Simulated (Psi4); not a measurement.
# InF (SMILES [F][In]): levels of theory compared

Wanted: a comparison of 4 runs (HF/STO-3G, HF/def2-SVP, PBE0/def2-SVP, M06-2X/def2-SVPD) of InF. 

The calculation is run with Psi4 1.11.

2 further runs of the same task are left out: 1 that didn't finish, 1 set aside as unsound or not needed.

## 1. The structure to begin with

InF: 2 atoms, total charge 0, spin state singlet. SMILES: `[F][In]`. The shape comes from GFN2-xTB, which is rough for such elements, and wasn't checked as a minimum.

Bond lengths: F1–In2 2.025 Å.

## 2. A single-point energy at HF/STO-3G (run 1)

File fin.py:

```python
import psi4

psi4.set_memory(1600000000)
psi4.set_num_threads(1)
psi4.core.set_output_file('fin.out', False)

m = psi4.geometry("""
0 1
F      0.000000     0.000000     0.000000
In     0.000000     0.000000     2.025490
symmetry c1
no_reorient
no_com
""")

options = {'basis': 'STO-3G', 'puream': True, 'e_convergence': 1e-09, 'd_convergence': 1e-08, 'scf_type': 'pk'}
psi4.set_options(options)

result, w = psi4.energy('scf', return_wfn=True)
print(f'scf energy: {result:.10f} Eh')
for k, v in sorted(psi4.core.scalar_variables().items()):
    print(f'{k:45s} {v:18.10f}')
```

On the command line:

```bash
$ python fin.py
```

fin.out:

```text
[...]
  Running in c1 symmetry.
[...]
  Nuclear repulsion =  115.215157766994651
[...]
  Multiplicity = 1
[...]
  Nalpha       = 29
  Nbeta        = 29
[...]
    Number of basis functions: 32
[...]
   @RHF iter   1: -5780.82302280503609   -3.42087e+00   1.03027e-02 DIIS/ADIIS
[...]
   @RHF iter  10: -5780.87304076077180   -1.00044e-11   5.21908e-09 DIIS
[...]
    Orbital Energies [Eh]
    ---------------------
    Doubly Occupied:
       1A   -986.763029     2A   -145.903031     3A   -137.913200
       4A   -137.913200     5A   -137.912542     6A    -27.599977
       7A    -25.678230     8A    -24.616738     9A    -24.616738
      10A    -24.614011    11A    -16.483998    12A    -16.483998
      13A    -16.481507    14A    -16.481507    15A    -16.480272
      16A     -4.166929    17A     -2.983812    18A     -2.983812
      19A     -2.971543    20A     -1.288346    21A     -0.479630
      22A     -0.479630    23A     -0.471998    24A     -0.470646
      25A     -0.470646    26A     -0.349215    27A     -0.316173
      28A     -0.316173    29A     -0.163144
[...]
  @RHF Final Energy: -5780.87304076077180
   => Energetics <=
    Nuclear Repulsion Energy =            115.2151577669946505
    One-Electron Energy =               -8244.4690455632880912
    Two-Electron Energy =                2348.3808470355211284
    Total Energy =                      -5780.8730407607727102
[...]
 Multipole Moments:
 ------------------------------------------------------------------------------------
     Multipole            Electronic (a.u.)      Nuclear  (a.u.)        Total (a.u.)
 ------------------------------------------------------------------------------------
 L = 1.  Multiply by 2.5417464519 to convert [e a0] to [Debye]
 Dipole X            :          0.0000000            0.0000000            0.0000000
 Dipole Y            :          0.0000000            0.0000000            0.0000000
 Dipole Z            :       -187.1528197          187.5534471            0.4006274
 Magnitude           :                                                    0.4006274
[...]
```

Standard output:

```text
scf energy: -5780.8730407608 Eh
CURRENT ENERGY                                  -5780.8730407608
CURRENT REFERENCE ENERGY                        -5780.8730407608
DD SOLVATION ENERGY                                 0.0000000000
HF KINETIC ENERGY                                5780.9970504655
HF POTENTIAL ENERGY                            -11561.8700912263
HF TOTAL ENERGY                                 -5780.8730407608
HF VIRIAL RATIO                                     1.9999785487
NUCLEAR REPULSION ENERGY                          115.2151577670
ONE-ELECTRON ENERGY                             -8244.4690455633
PCM POLARIZATION ENERGY                             0.0000000000
PE ENERGY                                           0.0000000000
SCF ITERATION ENERGY                            -5780.8730407608
SCF ITERATIONS                                     10.0000000000
SCF TOTAL ENERGY                                -5780.8730407608
TWO-ELECTRON ENERGY                              2348.3808470355
```

It took 1.3 s on 1 thread of INTEL XEON PLATINUM 8581C at 2.10GHz (Emerald Rapids), shared host; peak memory 0.17 GiB.

## 3. Energy and forces at HF/def2-SVP (core potential) (run 2)

File input.json:

```json
{
 "schema_name": "qcschema_input",
 "schema_version": 1,
 "molecule": {
  "schema_name": "qcschema_molecule",
  "schema_version": 2,
  "symbols": ["F", "In"],
  "geometry": [0.0, 0.0, 0.0, 0.0, 0.0, 3.82762137],
  "molecular_charge": 0,
  "molecular_multiplicity": 1,
  "fix_symmetry": "c1"
 },
 "driver": "gradient",
 "model": {
  "method": "scf",
  "basis": "def2-SVP"
 },
 "keywords": {
  "puream": true,
  "e_convergence": 1e-09,
  "d_convergence": 1e-08,
  "scf_type": "pk",
  "scf_properties": ["DIPOLE", "WIBERG_LOWDIN_INDICES", "MAYER_INDICES"]
 }
}
```

On the command line:

```bash
$ psi4 --qcschema input.json -n 1 --memory 1600MB
```

stdout:

```text
[...]
    !!!  WARNING: ECP capability is in beta. Please check occupations closely.  !!!
[...]
  Running in c1 symmetry.
[...]
  Nuclear repulsion =   49.377924755394496
[...]
  Multiplicity = 1
[...]
  Nalpha       = 15
  Nbeta        = 15
[...]
    Number of basis functions: 40
[...]
   @RHF iter   1:  -288.53244589830513   -1.60176e+00   1.17380e-02 ADIIS/DIIS
[...]
   @RHF iter  10:  -288.61905845271525   -3.92220e-12   4.67516e-09 DIIS
[...]
    Orbital Energies [Eh]
    ---------------------
    Doubly Occupied:
       1A    -26.156471     2A     -5.385711     3A     -3.641923
       4A     -3.641923     5A     -3.634386     6A     -1.403589
       7A     -1.029220     8A     -1.029220     9A     -1.022005
      10A     -1.022005    11A     -1.018933    12A     -0.559304
      13A     -0.520766    14A     -0.520766    15A     -0.350112
[...]
  @RHF Final Energy:  -288.61905845271525
   => Energetics <=
    Nuclear Repulsion Energy =             49.3779247553944955
    One-Electron Energy =                -574.1212964353333064
    Two-Electron Energy =                 236.1243132272236096
    Total Energy =                       -288.6190584527151941
[...]
 Multipole Moments:
 ------------------------------------------------------------------------------------
     Multipole            Electronic (a.u.)      Nuclear  (a.u.)        Total (a.u.)
 ------------------------------------------------------------------------------------
 L = 1.  Multiply by 2.5417464519 to convert [e a0] to [Debye]
 Dipole X            :         -0.0000000            0.0000000           -0.0000000
 Dipole Y            :          0.0000000            0.0000000            0.0000000
 Dipole Z            :         19.4693218          -18.1564068            1.3129149
 Magnitude           :                                                    1.3129149
[...]
  -Total Gradient:
     Atom            X                  Y                   Z
    ------   -----------------  -----------------  -----------------
       1        0.000000000008    -0.000000000005    -0.014337745749
       2       -0.000000000008     0.000000000005     0.014337745748
[...]
```

The result, in JSON:

```text
{
 "driver": "gradient",
 "model": {
  "method": "scf",
  "basis": "def2-SVP"
 },
 "success": true,
 "return_result": [7.790680825776841e-12, -5.479100616897461e-12, -0.01433774574940358, -7.790680825775964e-12, 5.479100616897895e-12, 0.01433774574823099],
 "properties": {
  "calcinfo_nbasis": 40,
  "calcinfo_nmo": 40,
  "calcinfo_nalpha": 15,
  "calcinfo_nbeta": 15,
  "calcinfo_natom": 2,
  "nuclear_repulsion_energy": 49.377924755394496,
  "return_energy": -288.61905845271525,
  "return_gradient": [7.790680825776841e-12, -5.479100616897461e-12, -0.01433774574940358, -7.790680825775964e-12, 5.479100616897895e-12, 0.01433774574823099],
  "scf_one_electron_energy": -574.1212964353333,
  "scf_two_electron_energy": 236.1243132272236,
  "scf_dipole_moment": [-8.22540085492902e-10, 5.786144372051439e-10, 1.3129149396893496],
  "scf_total_energy": -288.61905845271525,
  "scf_total_gradient": [7.790680825776841e-12, -5.479100616897461e-12, -0.01433774574940358, -7.790680825775964e-12, 5.479100616897895e-12, 0.01433774574823099],
  "scf_iterations": 10
 }
}
```

It took 1.9 s on 1 thread of INTEL XEON PLATINUM 8581C at 2.10GHz (Emerald Rapids), shared host; peak memory 0.2 GiB.

Run 3 isn't shown in full; the table further down has it.

## 4. Energy and forces at M06-2X/def2-SVPD (core potential) (run 4)

File input.inp:

```
memory 1.6 GB

molecule {
  F      0.00000000     0.00000000     0.00000000
  In     0.00000000     0.00000000     3.82762137
  units au
  symmetry c1
}

set globals {
  basis def2-SVPD
  puream true
  e_convergence 1e-09
  d_convergence 1e-08
  scf_type pk
  dft_radial_points 99
  dft_spherical_points 590
}

energy_value, wavefunction = gradient('m06-2x', return_wfn=True)
oeprop(wavefunction, 'MAYER_INDICES', 'DIPOLE', 'QUADRUPOLE')
```

On the command line:

```bash
$ psi4 -n 1 input.inp input.out
```

input.out:

```text
[...]
    !!!  WARNING: ECP capability is in beta. Please check occupations closely.  !!!
[...]
  Running in c1 symmetry.
[...]
  Nuclear repulsion =   49.377924755394496
[...]
  Multiplicity = 1
[...]
  Nalpha       = 15
  Nbeta        = 15
[...]
    Number of basis functions: 55
[...]
   @RKS iter   1:  -289.72248204083940   -1.02939e+00   1.04621e-02 DIIS/ADIIS
[...]
   @RKS iter  10:  -289.86001335246590   -2.55795e-12   1.99821e-09 DIIS
[...]
    Orbital Energies [Eh]
    ---------------------
    Doubly Occupied:
       1A    -25.147302     2A     -4.883365     3A     -3.261581
       4A     -3.261581     5A     -3.253375     6A     -1.171028
       7A     -0.882962     8A     -0.882962     9A     -0.876140
      10A     -0.876140    11A     -0.871306    12A     -0.463537
      13A     -0.414087    14A     -0.414087    15A     -0.307374
[...]
  @RKS Final Energy:  -289.86001335246590
   => Energetics <=
    Nuclear Repulsion Energy =             49.3779247553944955
    One-Electron Energy =                -573.7522929396692462
    Two-Electron Energy =                 247.6539078726082721
    DFT Exchange-Correlation Energy =     -13.1395530407994112
    Empirical Dispersion Energy =           0.0000000000000000
    VV10 Nonlocal Energy =                  0.0000000000000000
    Total Energy =                       -289.8600133524658986
[...]
  -Total Gradient:
     Atom            X                  Y                   Z
    ------   -----------------  -----------------  -----------------
       1       -0.000000000034     0.000000000037     0.000936615201
       2        0.000000000034    -0.000000000037    -0.000884784848
[...]
 Multipole Moments:
 ------------------------------------------------------------------------------------
     Multipole            Electronic (a.u.)      Nuclear  (a.u.)        Total (a.u.)
 ------------------------------------------------------------------------------------
 L = 1.  Multiply by 2.5417464519 to convert [e a0] to [Debye]
 Dipole X            :          0.0000000            0.0000000            0.0000000
 Dipole Y            :         -0.0000000            0.0000000           -0.0000000
 Dipole Z            :         19.6361490          -18.1564068            1.4797422
 Magnitude           :                                                    1.4797422
 L = 2.  Multiply by 1.3450342976 to convert [e a0^2] to [Debye ang]
 Quadrupole XX       :        -19.0321202            0.0000000          -19.0321202
 Quadrupole XY       :          0.0000000            0.0000000            0.0000000
[...]
```

It took 6.6 s on 1 thread of INTEL XEON PLATINUM 8581C at 2.10GHz (Emerald Rapids), shared host; peak memory 0.63 GiB.

## 5. The series

| run | level | task | core potential | energy (Eh) | dipole moment (D) | HOMO energy (eV) | LUMO energy (eV) | wall time |
| --- | --- | --- | --- | --- | --- | --- | --- | --- |
| 1 | HF/STO-3G | energy | none | -5780.873041 | 1.02 | -4.44 | 6.39 | 1.3 s |
| 2 | HF/def2-SVP (core potential) | gradient | def2 | -288.619058 | 3.34 | -9.53 | 0.77 | 1.9 s |
| 3 | PBE0/def2-SVP (core potential) | gradient | def2 | -289.851459 | 3.03 | -7.39 | -1.48 | 3.6 s |
| 4 | M06-2X/def2-SVPD (core potential) | gradient | def2 | -289.860013 | 3.76 | -8.36 | -0.99 | 6.6 s |

## 6. Results

```
                       quantity          value
            run 4: total energy  -289.86001 Eh
           run 4: dipole moment         3.76 D
             run 4: HOMO energy       -8.36 eV
             run 4: LUMO energy       -0.99 eV
           run 4: HOMO–LUMO gap        7.38 eV
run 4: largest force on an atom     0.048 eV/Å
```

The dipole moment (its size) runs from 1.02 D (HF/STO-3G) to 3.76 D (M06-2X/def2-SVPD). The two ends differ in method and basis and core potential. The HOMO–LUMO gap runs from 5.91 eV (PBE0/def2-SVP) to 10.83 eV (HF/STO-3G). Totals of different functionals can't be ranked against each other. Some runs of one species differ in core potentials or relativity; totals across that change don't compare. In run 1 the basis is minimal, so the values are rough. In run 1 relativity is left out where basis or elements ask for it. All runs together took 13 s, the longest 6.6 s.
